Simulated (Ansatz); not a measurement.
# Ga4RuPt: the cost of one run

Computed with Ansatz 0.2.0 (DFT PBE, scalar-relativistic, plane waves, PAW, unless a step's input says otherwise).

### Step 1. The structure to begin with

The structure is cubic, space group P-43m (No. 215). Conventional cell: a = 4.444 Å, b = 4.444 Å, c = 4.444 Å, α = 90.00°, β = 90.00°, γ = 90.00°. Around Ga (site symmetry 3m) lie 1 Pt at 1.15 Å. Ru (site symmetry -43m) is surrounded by 4 Ga at 2.70 Å. Pt (site symmetry -43m) is surrounded by 4 Ga at 1.15 Å.

Coordinates:

```cif
data_structure
_symmetry_space_group_name_H-M 'P 1'
_symmetry_Int_Tables_number 1
_cell_length_a 4.4441
_cell_length_b 4.4441
_cell_length_c 4.4441
_cell_angle_alpha 90.000
_cell_angle_beta 90.000
_cell_angle_gamma 90.000
_cell_volume 87.77
loop_
_atom_site_label
_atom_site_type_symbol
_atom_site_fract_x
_atom_site_fract_y
_atom_site_fract_z
_atom_site_occupancy
Ga1 Ga 0.14921 0.14921 0.85079 1
Ga2 Ga 0.14921 0.85079 0.14921 1
Ga3 Ga 0.85079 0.14921 0.14921 1
Ga4 Ga 0.85079 0.85079 0.85079 1
Ru1 Ru 0.50000 0.50000 0.50000 1
Pt1 Pt 0.00000 0.00000 0.00000 1
```

A structure generator made this guess: species swapped into a database cell of H4BrN (P-43m, No. 215), with Ga on the H sites, Ru on the Br sites and Pt on the N sites. Lengths come from tabulated atomic sizes and are only a guess.

### Step 2. The guess as it stands, on a coarse mesh

input.yaml reads:

```yaml
crystal:
  lattice:
    - [4.44412043, 0.0, 0.0]
    - [0.0, 4.44412043, 0.0]
    - [0.0, 0.0, 4.44412043]
  atoms:
    - { symbol: Ga, position: [0.14920963, 0.14920963, 0.85079037] }
    - { symbol: Ga, position: [0.14920963, 0.85079037, 0.14920963] }
    - { symbol: Ga, position: [0.85079037, 0.14920963, 0.14920963] }
    - { symbol: Ga, position: [0.85079037, 0.85079037, 0.85079037] }
    - { symbol: Ru, position: [0.5, 0.5, 0.5] }
    - { symbol: Pt, position: [0.0, 0.0, 0.0] }
basis:
  ecutwfc: 420
kpoints:
  mp_grid: { grid: [4, 4, 4] }
hamiltonian:
  xc: pbe
scf:
  occupations: { method: gaussian, width: 0.1 }
  lower_state_search: "off"
output:
  forces: true
  stress: true
  eigenvalues: true
```

The run is started by

```sh
> ansatz run input.yaml --threads 1 --pin off --max-ram 2560MiB --backend cpu --events-out ev --progress --plain --runs-dir out
```

What time and memory should one allow on 1 thread of Arm Neoverse V2, shared host?

About 8.1 s, with a peak of 0.34 GiB.
